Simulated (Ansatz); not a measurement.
A nudged elastic band was laid between two geometries of a periodic cell of 17 atoms, Be₁₆H (host Be, host structure hcp, interstitial H).

Theory: DFT PBE, scalar-relativistic, plane waves, PAW (Ansatz). Settings: cutoff 420 eV, k mesh 5x5x3, gaussian smearing 0.1 eV, no spin polarisation.

```yaml
movable_images: 3
climbing_image: yes
spring: 5.0 eV/Å²
optimiser: quadratic models (default)
start_path: IDPP
force_threshold: 0.05 eV/Å
iteration_limit: 67
end_points: relaxed
```

Image 0:

```xyz
17
Lattice="-2.2900 -3.9664 0.0000 3.4350 -1.9832 0.0000 0.0000 0.0000 7.1769" Properties=species:S:1:pos:R:3
Be 0.002 -3.971 -0.019
Be 0.000 -2.683 1.772
Be 0.002 -3.971 3.594
Be 0.002 -2.651 5.380
Be -1.154 -1.983 0.005
Be 2.259 -2.630 1.773
Be -1.181 -2.002 3.614
Be 2.301 -2.654 5.400
Be 1.128 -1.977 -0.014
Be 1.176 -0.646 1.772
Be 1.170 -2.001 3.612
Be 1.149 -0.665 5.380
Be -0.008 0.003 0.005
Be 1.138 -4.627 1.791
Be -0.005 0.035 3.614
Be 1.138 -4.627 5.404
H -0.004 -1.324 2.693
```

Image 4:

Only the atoms that move by more than 0.05 Å are listed.
```
Be9 1.175 -2.001 -0.022
H17 0.002 -1.332 0.900
```

Problem. What changes between the two ends?

Solution. The atom that moves furthest is H17, by 1.79 Å.

Problem. What energy profile does the band end with?

Solution. It converged. The highest image is number 2 of 0 to 4, 0.49 eV above the ends, which have the same energy within 2 meV. By the program's own check the climbing image is of a kind that is not told: the force calls were inconclusive, a negative curvature could not be distinguished from the path's own, the only one lies far off the path, or fixed occupations may fill a level only in part (lowest curvatures found: -2.80 and 0.48 eV/Å²). Limits of this set-up: coarse k mesh, odd electron count without spin.

```tsv
image	path coordinate (Å)	energy (eV)
0	0.00	0.00
1	0.45	0.25
2	0.89	0.49
3	1.34	0.25
4	1.79	0.00
```

Problem. What is the geometry of the highest image?

Solution. 
```xyz
17
Lattice="-2.2900 -3.9664 0.0000 3.4350 -1.9832 0.0000 0.0000 0.0000 7.1769" Properties=species:S:1:pos:R:3
Be -0.008 -3.961 -0.007
Be -0.045 -2.687 1.795
Be -0.008 -3.961 3.597
Be 0.001 -2.653 5.383
Be -1.169 -1.998 -0.037
Be 2.190 -2.653 1.795
Be -1.169 -1.998 3.627
Be 2.303 -2.656 5.383
Be 1.165 -2.006 -0.042
Be 1.261 -0.646 1.795
Be 1.165 -2.006 3.632
Be 1.149 -0.667 5.383
Be -0.005 0.006 -0.033
Be 1.160 -4.620 1.795
Be -0.005 0.006 3.623
Be 1.125 -4.627 5.383
H 0.027 -1.259 1.795
```

The band took 6 iterations and roughly 10 core-minutes.

Time of the run: 10 min on 1 thread of Arm Neoverse V1, with other jobs on the host, peak memory 0.65 GiB.
